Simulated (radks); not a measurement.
**Taking charge from the 1s level of Cr⁺ in fractions**

An exercise on one series of results from a longer session: the logs are not shown, and one member is left open.

Program: radks (a radial shooting solver on a logarithmic mesh, Libxc functionals) version 1. Level of theory: scalar-relativistic Kohn-Sham, PBE, spin-polarised, spherical densities, finite nucleus; open shells are filled with parallel spins first. These are calculated values, not measurements, unless marked.

## The system

| Quantity | Value |
| --- | --- |
| element | chromium (Z = 24) |
| charge | +1 |
| electrons | 23 |
| configuration | 1s(up 1, down 1) 2s2 2p6 3s2 3p6 3d5 |
| nuclear rms radius | 3.6452 fm |

A shell typed twice in an input gives spin up, then spin down.

Set-up of the first run:

The run's settings:

```text
Z 24
configuration 1s1 1s1 2s2 2p6 3s2 3p6 3d5
relativity scalar-relativistic
functional pbe,pbe
spin polarised
nucleus finite rms 3.6452 fm
c 137.035999084
```

Steps of the session up to this table: Start: 1s(up 1, down 1) 2s2 2p6 3s2 3p6 3d5.

One table of the session follows, with a row left open; its other results are not shown here.

It belongs to the step «Start: 1s(up 1, down 1) 2s2 2p6 3s2 3p6 3d5». Radial moments (bohr):

| level | <r> | outermost maximum (interpolated) | 90 % within | nodes |
| --- | --- | --- | --- | --- |
| 2s down | 0.2928 | 0.243 | 0.454 | 1 |
| 2p up | 0.2601 | 0.198 | 0.427 | 0 |
| 2p down | 0.2595 | 0.198 | 0.426 | 0 |
| 3s up | 0.9037 | 0.778 | 1.36 | 2 |
| 3s down | 0.9050 | 0.778 | 1.36 | 2 |
| 3p up | 0.9684 | 0.800 | 1.50 | 1 |
| 3p down | 0.9719 | 0.800 | 1.51 | 1 |
| 3d up | ? | ? | ? | ? |

Estimate the missing values for 3d up.

The run gave: <r>: 1.383; outermost maximum (interpolated): 0.842; 90 % within: 2.46; nodes: 0. In the column «<r>» it is the highest.
